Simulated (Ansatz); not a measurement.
A run of Ansatz 0.2.0 is set up as follows.

File input.yaml:

```yaml
crystal:
  lattice:
    - [1.759951, -10.170256, 0.0]
    - [1.759951, 10.170256, 0.0]
    - [0.0, 0.0, 3.527636]
  atoms:
    - { symbol: Cl, position: [0.086598, 0.913402, 0.5] }
    - { symbol: Cl, position: [0.913402, 0.086598, 0.5] }
    - { symbol: Na, position: [0.668989, 0.331011, 0.0] }
    - { symbol: Na, position: [0.331011, 0.668989, 0.0] }
    - { symbol: Na, position: [0.5, 0.5, 0.0] }
hamiltonian:
  xc: pbe
  pseudopotentials: { kind: paw }
kpoints:
  mp_grid: { grid: [8, 8, 8] }
scf:
  occupations: { method: fermi_dirac, width: 0.05 }
output:
  forces: true
  stress: true
  eigenvalues: true
```

Potentials or basis: Ansatz PAW.

The run is started by

```bash
$ ansatz run input.yaml --threads 2 --pin off --max-ram 5120MiB --backend cpu --events-out ev --progress --plain --runs-dir out
```

What does it give for the band gap on the k mesh?

None (metal or under the smearing width).

Estimate the largest force.

0.009 eV/Å.

What does it give for the pressure?

0.1 GPa.

Forces on the atoms (eV/Å):
```
Cl   0.000  0.009  0.000
Cl   0.000 -0.009  0.000
Na   0.000  0.007  0.000
Na   0.000 -0.007  0.000
Na   0.000  0.000  0.000
```

Caveat: an odd number of electrons without spin polarisation forces a metal; a magnetic or distorted state may lie lower.
